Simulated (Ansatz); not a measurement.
# Ba2Tl5V3O12 (P1) in Ansatz: band structure with BLYP

Aim: the band structure of Ba2Tl5V3O12 with BLYP.

All numbers are computed with Ansatz 0.2.0; they aren't measurements. Logs are shortened: lines on timing, memory, paths and dates and some standing lists are left out, and cuts for length are marked.

### Step 1. The crystal as given

The typed cell holds 22 atoms: a = 6.061 Å, b = 6.112 Å, c = 14.126 Å, α = 95.24°, β = 99.31°, γ = 113.97°.

The cell was built by a generator and needn't be a form met in nature.

### Step 2. Band structure, BLYP, collinear spin, ferromagnetic start

input.yaml

```yaml
crystal:
  lattice:
    - [6.06147, 0.0, 0.0]
    - [-2.48324, 5.5845, 0.0]
    - [-2.28447, -2.42817, 13.72687]
  atoms:
    - { symbol: Ba, position: [0.88251, 0.01561, 0.4732] }
    - { symbol: Ba, position: [0.57886, 0.79688, 0.88922] }
    - { symbol: V, position: [0.26936, 0.1058, 0.98468], spin: 2.0 }
    - { symbol: V, position: [0.11629, 0.5582, 0.33914], spin: 2.0 }
    - { symbol: V, position: [0.60807, 0.30696, 0.66552], spin: 2.0 }
    - { symbol: Tl, position: [0.48361, 0.28991, 0.38373] }
    - { symbol: Tl, position: [0.08311, 0.07485, 0.74869] }
    - { symbol: Tl, position: [0.77279, 0.89398, 0.17719] }
    - { symbol: Tl, position: [0.29791, 0.66599, 0.60107] }
    - { symbol: Tl, position: [0.97201, 0.46636, 0.0474] }
    - { symbol: O, position: [0.02458, 0.05647, 0.04354] }
    - { symbol: O, position: [0.16369, 0.86975, 0.88754] }
    - { symbol: O, position: [0.33585, 0.37289, 0.93818] }
    - { symbol: O, position: [0.53308, 0.10242, 0.04892] }
    - { symbol: O, position: [0.42674, 0.67762, 0.40063] }
    - { symbol: O, position: [0.95197, 0.64202, 0.41211] }
    - { symbol: O, position: [0.00696, 0.24041, 0.32565] }
    - { symbol: O, position: [0.08373, 0.64865, 0.23032] }
    - { symbol: O, position: [0.8589, 0.33214, 0.61652] }
    - { symbol: O, position: [0.63673, 0.58163, 0.7239] }
    - { symbol: O, position: [0.56343, 0.0992, 0.74423] }
    - { symbol: O, position: [0.34984, 0.20226, 0.56862] }
hamiltonian:
  xc: blyp
  pseudopotentials: { kind: paw }
magnetization:
  spin_polarized: true
kpoints:
  mp_grid: { grid: [5, 5, 2] }
  band_path:
    path:
      - [[0.0, 0.0, -0.5], [0.0, 0.0, 0.0], [0.0, 0.5, 0.0]]
      - [[0.0, 0.5, -0.5], [0.0, 0.0, 0.0], [0.5, -0.5, 0.0]]
      - [[0.5, -0.5, -0.5], [0.0, 0.0, 0.0], [0.5, 0.0, 0.0]]
      - [[0.5, 0.0, -0.5], [0.0, 0.0, 0.0]]
    npoints: 10
scf:
  occupations: { method: fermi_dirac, width: 0.05 }
  n_extra_bands: 55
output:
  forces: true
  stress: true
  eigenvalues: true
  fatbands: false
```

Potentials or basis: Ansatz PAW.

Started as:

```bash
$ ansatz run input.yaml --threads 8 --pin off --max-ram 20480MiB --backend cpu --events-out ev --progress --plain --runs-dir out
```

Output:

```text
Warning: RAYON_NUM_THREADS=8 ignored (pool sized by the plan → 8); use --threads N
scf.n_extra_bands = 55 over 98 filled bands (N_el = 196.0): the run solves 153 bands
[... 118 lines left out ...]
  k-point 1 ↑: bands = ["-58.5424", "-58.4157", "-58.3979", "-32.5726", "-32.5639", "-32.5278", "-32.4504", "-32.4441", "-32.4160", "-32.3985", "-32.3973", "-32.3866", "-20.5108", "-20.4375", "-11.4311", "-11.2521", "-11.1625", "-11.1328", "-10.9708", "-10.9075", "-10.7986", "-10.7639", "-10.6953", "-10.6701", "-10.6215", "-10.5807", "-5.7101", "-5.7029", "-5.6269", "-5.5776", "-5.5693", "-5.5004", "-4.4872", "-4.4707", "-4.4446", "-4.4179", "-4.3989", "-4.3929", "-4.3734", "-4.3350", "-4.2795", "-4.2734", "-4.2698", "-4.2675", "-4.2485", "-4.2371", "-4.2330", "-4.2270", "-4.2185", "-4.2135", "-4.1962", "-4.1880", "-4.1440", "-4.1177", "-4.1073", "-4.0655", "-4.0628", "0.3099", "0.4546", "0.6612", "0.9289", "1.2402", "1.8416", "1.9556", "2.0465", "2.0808", "2.1392", "2.1652", "2.2394", "2.2617", "2.2959", "2.3731", "2.4212", "2.4685", "2.5761", "2.7693", "2.8085", "2.9004", "2.9212", "3.0372", "3.1939", "3.2660", "3.3299", "3.4013", "3.5379", "3.6077", "3.7122", "3.8528", "4.0819", "4.2540", "4.2777", "4.3148", "4.3820", "4.4666", "4.4754", "4.6504", "4.7971", "4.8517", "8.1311", "8.2663", "8.4007", "8.5254", "8.6136", "8.6929", "9.0864", "9.2787", "9.3238", "9.5809", "9.5836", "9.6581", "9.7537", "9.8355", "9.9590", "9.9931", "10.0479", "10.2043", "10.2628", "10.3829", "10.5173", "10.5930", "10.6969", "10.8185", "11.0446", "11.1760", "11.2538", "11.4528", "11.5093", "11.7975", "11.9705", "12.2128", "12.4996", "12.6405", "12.7693", "13.0592", "13.3782", "13.5390", "13.7430", "13.8479", "14.0613", "14.2140", "14.5238", "14.7539", "14.8157", "14.9558", "14.9750", "15.0424", "15.0644", "15.0910", "15.1581", "15.2177", "15.3022", "15.3364", "15.4481"]
  k-point 2 ↑: bands = ["-58.5424", "-58.4157", "-58.3979", "-32.5726", "-32.5639", "-32.5278", "-32.4504", "-32.4441", "-32.4160", "-32.3985", "-32.3973", "-32.3866", "-20.5106", "-20.4371", "-11.4469", "-11.2597", "-11.1684", "-11.0969", "-10.9753", "-10.9103", "-10.7919", "-10.7579", "-10.6910", "-10.6708", "-10.6194", "-10.5954", "-5.7092", "-5.7005", "-5.6235", "-5.5817", "-5.5763", "-5.4883", "-4.4854", "-4.4736", "-4.4456", "-4.4165", "-4.4000", "-4.3933", "-4.3739", "-4.3357", "-4.2836", "-4.2751", "-4.2706", "-4.2674", "-4.2503", "-4.2389", "-4.2350", "-4.2249", "-4.2170", "-4.2147", "-4.1992", "-4.1875", "-4.1448", "-4.1204", "-4.1099", "-4.0753", "-4.0617", "0.3042", "0.4249", "0.5566", "0.7848", "1.0330", "1.9339", "1.9950", "2.0151", "2.0742", "2.1137", "2.1579", "2.2562", "2.2856", "2.3113", "2.3796", "2.4373", "2.5326", "2.6236", "2.7031", "2.8198", "2.9425", "3.0536", "3.1891", "3.2233", "3.2742", "3.3765", "3.4676", "3.5262", "3.7213", "3.8487", "3.9935", "4.0401", "4.2213", "4.2976", "4.3477", "4.3997", "4.4647", "4.5043", "4.6133", "4.7872", "4.8593", "8.1776", "8.3034", "8.4259", "8.5406", "8.5687", "8.6452", "9.0380", "9.1306", "9.2747", "9.3648", "9.6033", "9.6579", "9.7242", "9.7771", "9.8735", "9.9735", "10.0328", "10.1167", "10.1892", "10.2439", "10.4535", "10.4841", "10.6538", "10.6998", "10.9012", "11.1018", "11.2716", "11.4258", "11.7108", "11.7711", "12.1327", "12.4307", "12.5327", "12.5721", "12.6664", "12.8955", "13.3192", "13.4370", "13.4939", "13.8540", "14.1091", "14.3864", "14.5344", "14.7954", "14.8737", "14.9720", "15.0446", "15.0838", "15.1082", "15.1524", "15.2213", "15.2479", "15.3080", "15.3701", "15.4393"]
  k-point 25 ↓: bands = ["-58.5424", "-58.4157", "-58.3979", "-32.5726", "-32.5639", "-32.5278", "-32.4504", "-32.4441", "-32.4160", "-32.3985", "-32.3973", "-32.3866", "-20.5094", "-20.4367", "-11.4130", "-11.2620", "-11.1435", "-11.0981", "-11.0208", "-10.8704", "-10.8014", "-10.7765", "-10.7035", "-10.6751", "-10.6640", "-10.5866", "-5.7102", "-5.6483", "-5.6256", "-5.5722", "-5.5252", "-5.4797", "-4.4893", "-4.4736", "-4.4425", "-4.4236", "-4.4063", "-4.3957", "-4.3805", "-4.3400", "-4.2891", "-4.2784", "-4.2703", "-4.2647", "-4.2587", "-4.2443", "-4.2336", "-4.2220", "-4.2151", "-4.2124", "-4.1982", "-4.1875", "-4.1466", "-4.1199", "-4.1135", "-4.0767", "-4.0618", "0.2172", "0.2904", "0.4410", "0.6646", "0.9080", "1.9149", "1.9702", "2.0256", "2.0835", "2.1229", "2.1800", "2.2168", "2.2749", "2.3357", "2.3850", "2.5074", "2.5941", "2.7747", "2.8759", "2.9347", "2.9830", "3.0483", "3.1378", "3.2881", "3.3191", "3.4250", "3.5544", "3.6043", "3.7258", "3.8073", "4.0051", "4.1019", "4.2140", "4.2575", "4.3299", "4.3812", "4.4816", "4.5156", "4.5860", "4.8464", "4.9564", "8.1478", "8.3257", "8.4108", "8.5101", "8.5369", "8.6955", "8.8794", "9.0827", "9.1885", "9.3292", "9.3712", "9.4743", "9.6835", "9.7250", "9.8144", "9.9143", "10.0018", "10.0766", "10.1659", "10.2367", "10.4304", "10.5005", "10.5615", "10.8072", "10.9423", "11.1321", "11.2470", "11.3873", "11.7211", "11.8061", "12.1909", "12.2666", "12.4223", "12.7529", "12.9048", "13.1313", "13.3762", "13.5532", "13.6342", "13.8856", "14.1305", "14.4784", "14.6393", "14.7779", "14.8654", "14.8885", "14.9474", "15.0404", "15.0743", "15.0989", "15.1480", "15.2507", "15.3097", "15.3792", "15.4843"]
```

Run time: 99 s. Hardware: 8 threads of Intel Xeon 6975P-C (Granite Rapids), shared host; peak memory 6.8 GiB.

What came out:

| Property | Result |
| --- | --- |
| Free energy | -84903.8984 eV |
| Pressure | 2.4 GPa |
| Largest force | 0.253 eV/Å |
| Band gap on the k mesh | 3.08 eV, indirect (least direct gap 3.10 eV) |
| Band gap along the path | 3.00 eV, direct |
| Net moment | 0.00 μB per cell |
| Absolute moment | 0.00 μB per cell |

Forces on the atoms (eV/Å):
```
Ba  -0.060 -0.039  0.009
Ba   0.049 -0.014 -0.021
V   -0.026 -0.014  0.125
V    0.000  0.027 -0.045
V    0.048  0.047  0.032
Tl   0.101 -0.103 -0.080
Tl  -0.068  0.004 -0.066
Tl  -0.065 -0.081  0.016
Tl  -0.034  0.047 -0.005
Tl  -0.001  0.090 -0.038
O   -0.120 -0.065  0.098
O   -0.003 -0.199 -0.138
O   -0.022  0.212 -0.069
O    0.158 -0.022  0.162
O    0.118  0.104  0.095
O   -0.134  0.016  0.122
O   -0.002 -0.164 -0.040
O   -0.016  0.143 -0.208
O    0.178  0.042 -0.062
O   -0.037  0.170  0.099
O    0.023 -0.160  0.163
O   -0.086 -0.040 -0.146
```

Levels at the corners of the path, in eV from the valence-band top:
Spin up:
| point | band 94 | band 95 | band 96 | band 97 | band 98 | band 99 | band 100 | band 101 | band 102 | band 103 |
| --- | --- | --- | --- | --- | --- | --- | --- | --- | --- | --- |
| X | -0.53 | -0.52 | -0.35 | -0.20 | -0.15 | 3.13 | 3.27 | 3.40 | 3.53 | 3.61 |
| Γ | -0.55 | -0.50 | -0.36 | -0.22 | -0.13 | 3.12 | 3.29 | 3.40 | 3.55 | 3.62 |
| Y | -0.52 | -0.48 | -0.40 | -0.15 | -0.10 | 3.21 | 3.40 | 3.44 | 3.48 | 3.61 |
| L | -0.53 | -0.51 | -0.39 | -0.15 | -0.09 | 3.26 | 3.38 | 3.46 | 3.52 | 3.60 |
| Γ | -0.55 | -0.50 | -0.36 | -0.22 | -0.13 | 3.12 | 3.29 | 3.40 | 3.55 | 3.62 |
| Z | -0.53 | -0.44 | -0.37 | -0.12 | 0.00 | 3.00 | 3.34 | 3.41 | 3.54 | 3.58 |
| N | -0.53 | -0.46 | -0.36 | -0.12 | -0.02 | 3.11 | 3.36 | 3.38 | 3.50 | 3.63 |
| Γ | -0.55 | -0.50 | -0.36 | -0.22 | -0.13 | 3.12 | 3.29 | 3.40 | 3.55 | 3.62 |
| M | -0.51 | -0.41 | -0.38 | -0.24 | -0.03 | 3.28 | 3.39 | 3.44 | 3.49 | 3.53 |
| R | -0.49 | -0.43 | -0.39 | -0.25 | -0.01 | 3.16 | 3.41 | 3.44 | 3.49 | 3.56 |
| Γ | -0.55 | -0.50 | -0.36 | -0.22 | -0.13 | 3.12 | 3.29 | 3.40 | 3.55 | 3.62 |
Spin down:
| point | band 94 | band 95 | band 96 | band 97 | band 98 | band 99 | band 100 | band 101 | band 102 | band 103 |
| --- | --- | --- | --- | --- | --- | --- | --- | --- | --- | --- |
| X | -0.53 | -0.52 | -0.35 | -0.20 | -0.15 | 3.13 | 3.27 | 3.40 | 3.53 | 3.61 |
| Γ | -0.55 | -0.50 | -0.36 | -0.22 | -0.13 | 3.12 | 3.29 | 3.40 | 3.55 | 3.62 |
| Y | -0.52 | -0.48 | -0.40 | -0.15 | -0.10 | 3.21 | 3.40 | 3.44 | 3.48 | 3.61 |
| L | -0.53 | -0.51 | -0.39 | -0.15 | -0.09 | 3.26 | 3.38 | 3.46 | 3.52 | 3.60 |
| Γ | -0.55 | -0.50 | -0.36 | -0.22 | -0.13 | 3.12 | 3.29 | 3.40 | 3.55 | 3.62 |
| Z | -0.53 | -0.44 | -0.37 | -0.12 | 0.00 | 3.00 | 3.34 | 3.41 | 3.54 | 3.58 |
| N | -0.53 | -0.46 | -0.36 | -0.12 | -0.02 | 3.11 | 3.36 | 3.38 | 3.50 | 3.63 |
| Γ | -0.55 | -0.50 | -0.36 | -0.22 | -0.13 | 3.12 | 3.29 | 3.40 | 3.55 | 3.62 |
| M | -0.51 | -0.41 | -0.38 | -0.24 | -0.03 | 3.28 | 3.39 | 3.44 | 3.49 | 3.53 |
| R | -0.49 | -0.43 | -0.39 | -0.25 | -0.01 | 3.16 | 3.41 | 3.44 | 3.49 | 3.56 |
| Γ | -0.55 | -0.50 | -0.36 | -0.22 | -0.13 | 3.12 | 3.29 | 3.40 | 3.55 | 3.62 |

Caveat: the k mesh misses the band edges, so the gap on the mesh is wider than the one along the path; the pressure holds a Pulay correction of +0.4 GPa for the finite cutoff; spin-orbit coupling is left out, which as a rule narrows the gap of such compounds by several tenths of an eV; the PAW data sets come from PBE, with cores solved anew for the run's functional, which leaves a small shift of forces and pressure; the starting moments weren't kept. As with any semilocal functional, this BLYP gap is likely too small.
